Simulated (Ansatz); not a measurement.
**AlBFH3OS: up Jacob's ladder to CCSD(T)**

The task here is to estimate one member of a computed series from the others.

Computed with Ansatz 0.2.0, Gaussian basis. Level: functionals in def2-TZVPP, the program's frozen cores in correlated methods.

Plan: LDA (SPW92), PBE-D4, revPBE-D4, BLYP-D4, r2SCAN-D4, B97M-V, PBE0-D4, B3LYP-D4, r2SCANh-D4, r2SCAN0-D4, HSE06-D4, BHLYP-D4, CAM-B3LYP-D4, LC-ωPBE, ωB97X-V, ωB97M-V, B2PLYP, PBE-QIDH; CCSD(T)/def2-SVP; CCSD(T)/def2-TZVPP; MP2/def2-QZVPP; extrapolation to the limit; RPA on PBE.

## The geometry

The geometry comes from an earlier relaxation with PBE0-D4 in a triple-zeta def2 set; it is a stationary point, not always the lowest conformer.

SMILES `[OH][AlH][S]BF`, 8 atoms, charge 0, spin multiplicity 1.

Atoms are counted from 1 here; the program's logs count them from 0.

Bond lengths: O1–Al2 1.689 Å, O1–H6 0.955 Å, Al2–S3 2.280 Å, Al2–H7 1.567 Å, S3–B4 1.748 Å, B4–F5 1.411 Å, B4–H8 1.186 Å. Angles: Al2–O1–H6 125.0°, O1–Al2–S3 117.9°, O1–Al2–H7 119.4°, S3–Al2–H7 119.4°, Al2–S3–B4 77.3°, S3–B4–F5 113.6°, S3–B4–H8 131.4°, F5–B4–H8 115.0°.

Geometry (Å):

```mol
AlBFH3OS
  3D, bonds by distance, orders not assigned

  8  7  0  0  0  0  0  0  0  0999 V2000
   -0.5841    1.9829    0.4269 O   0  0
    0.5332    0.8386   -0.1174 Al  0  0
    0.8819   -1.0082    1.1725 S   0  0
   -0.1214   -1.6246   -0.1194 B   0  0
   -0.5097   -0.6389   -1.0510 F   0  0
   -1.2009    1.8485    1.1432 H   0  0
    1.6191    1.2611   -1.1647 H   0  0
   -0.5260   -2.7165   -0.3458 H   0  0
  1  2  8  0
  2  3  8  0
  3  4  8  0
  4  5  8  0
  1  6  8  0
  2  7  8  0
  4  8  8  0
M  END
```

Set-up of the first run:

The input, in.yaml:

```yaml
crystal:
  periodic: [false, false, false]
  atoms:
    - {symbol: O, position_ang: [-0.584068, 1.982852, 0.426894]}
    - {symbol: Al, position_ang: [0.533238, 0.838638, -0.117373]}
    - {symbol: S, position_ang: [0.881894, -1.008201, 1.172492]}
    - {symbol: B, position_ang: [-0.121410, -1.624574, -0.119442]}
    - {symbol: F, position_ang: [-0.509728, -0.638921, -1.050964]}
    - {symbol: H, position_ang: [-1.200855, 1.848459, 1.143173]}
    - {symbol: H, position_ang: [1.619122, 1.261143, -1.164659]}
    - {symbol: H, position_ang: [-0.525993, -2.716494, -0.345822]}
basis:
  gaussian: {orbitals: def2-TZVPP}
hamiltonian: {xc: lda}
output: {orbitals: {seedname: orbitals}}
```

The run is started by

```console
$ ansatz run in.yaml --threads 2 --pin off --events-out ev --progress --plain --max-ram 4352MiB
```

Steps of the session up to this table: LDA; PBE-D4 (GGA); revPBE-D4 (GGA); BLYP-D4 (GGA); r2SCAN-D4 (meta-GGA); B97M-V (meta-GGA); B3LYP-D4 (hybrid); r2SCANh-D4 (hybrid); r2SCAN0-D4 (hybrid); HSE06-D4 (hybrid); BHLYP-D4 (hybrid); CAM-B3LYP-D4 (range-separated); LC-ωPBE (range-separated); ωB97X-V (range-separated); ωB97M-V (range-separated); B2PLYP (double hybrid); PBE-QIDH (double hybrid).

One table of the session follows, with a row left open; its other results are not shown here.

It belongs to the step «Frontier levels by functional». 

```
  functional  HOMO (eV)  gap (eV)
 LDA (SPW92)      -7.38      4.86
      PBE-D4      -7.23      4.96
   revPBE-D4      -7.16      5.00
     BLYP-D4      -7.04      4.94
   r2SCAN-D4          ?         ?
      B97M-V      -7.58      5.59
     PBE0-D4      -8.43      7.10
    B3LYP-D4      -8.17      6.63
  r2SCANh-D4      -7.96      6.32
  r2SCAN0-D4      -8.61      7.47
    HSE06-D4      -8.03      6.32
    BHLYP-D4      -9.43      9.13
CAM-B3LYP-D4      -9.70      9.49
     LC-ωPBE     -11.10     12.03
     ωB97X-V     -10.73     11.60
     ωB97M-V     -10.56     11.24
```

**Question.** Estimate the row for r2SCAN-D4.

Worked estimate for «HOMO (eV)». Against the share of exact exchange, r2SCANh-D4 (0.1, -7.96), r2SCAN0-D4 (0.25, -8.61) give a slope of -4.33 per unit share; at 0 the line stands at -7.53.

As computed: HOMO (eV): -7.52; gap (eV): 5.54. In «HOMO (eV)» the line misses by -0.01.
